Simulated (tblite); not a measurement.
# H38Si25: the cost of one run

Computed with tblite 0.8.0 and PySCF 2.14.0 and routines of our own; the level stands in each step. Atoms count from 0.

## (1) The system as given

63 atoms, charge 0, multiplicity 1; geometry from: force field, distance geometry or constructed start.

## (2) Relaxing the molecule with GFN2-xTB

The job: settings as JSON, then the geometry in Å.

```
{"job": {"kind": "relax", "xc": "GFN2-xTB", "basis": "xTB"}, "charge": 0, "multiplicity": 1}
Si    -1.923800     3.091400    -0.346700
Si    -3.860700     4.209400     0.398000
Si    -5.781000     3.090900    -0.344100
Si    -5.786900     0.870500     0.398700
Si    -3.858500    -0.248700    -0.341700
Si    -1.932000     0.865600     0.402300
Si     5.786300     3.094900    -0.348400
Si     3.860900     4.209500     0.406400
Si     1.931400     3.091100    -0.345500
Si     1.925900     0.865300     0.406500
Si     3.855400    -0.248700    -0.347200
Si     5.783700     0.864100     0.404900
Si    -7.718300    -0.246800    -0.340100
Si    -7.712700    -2.475200     0.402200
Si    -5.788400    -3.583000    -0.344900
Si    -3.859400    -2.474000     0.411200
Si     0.000400     4.208700     0.405800
Si    -0.001100    -0.250900    -0.346100
Si    -0.000600    -2.472800     0.407400
Si     1.931500    -3.587200    -0.342400
Si     3.855200    -2.470800     0.406400
Si     7.714000    -0.246000    -0.345300
Si     5.789600    -3.583500    -0.338500
Si     7.710700    -2.478900     0.403400
Si    -1.928200    -3.585500    -0.344200
H     -1.934800     3.092300    -1.782600
H     -3.856800     4.209100     1.844200
H     -3.858100     5.566100    -0.070900
H     -5.785600     3.093600    -1.787100
H     -6.961800     3.773000     0.135300
H     -5.782600     0.866700     1.843800
H     -3.859400    -0.246200    -1.784900
H     -1.929700     0.866200     1.843000
H      5.788300     3.091900    -1.781400
H      6.964100     3.774400     0.128600
H      3.858000     4.209000     1.842000
H      3.856700     5.565600    -0.076200
H      1.929600     3.095700    -1.787700
H      1.929800     0.862200     1.844800
H      3.852700    -0.244100    -1.783900
H      5.786100     0.863800     1.848700
H     -7.709000    -0.253100    -1.781400
H     -8.886700     0.432900     0.128300
H     -7.712300    -2.475100     1.843100
H     -8.895300    -3.152200    -0.069700
H     -5.788100    -3.586500    -1.788500
H     -5.783800    -4.946700     0.131300
H     -3.857800    -2.472000     1.847200
H      0.001600     4.207200     1.845100
H      0.001900     5.566200    -0.070100
H     -0.000900    -0.254800    -1.782000
H      0.006600    -2.473300     1.844600
H      1.928300    -3.588500    -1.785000
H      1.925300    -4.948400     0.128900
H      3.858200    -2.475500     1.846400
H      7.714400    -0.244500    -1.784500
H      8.898200     0.426200     0.130000
H      5.788900    -3.580500    -1.785800
H      5.786300    -4.947500     0.135900
H      7.714000    -2.472600     1.843900
H      8.887800    -3.153000    -0.070600
H     -1.924800    -3.588400    -1.787000
H     -1.927000    -4.946100     0.132700
```

Started as:

```bash
$ OMP_NUM_THREADS=4 python large_run.py task.json out
```

One launch serves the whole session: the jobs run in the order shown.

**Question.** How long does this first job take on 4 threads of Intel Xeon Platinum 8488C, shared host, and how much memory does it need?

About 21 s, with a peak of 0.14 GiB.
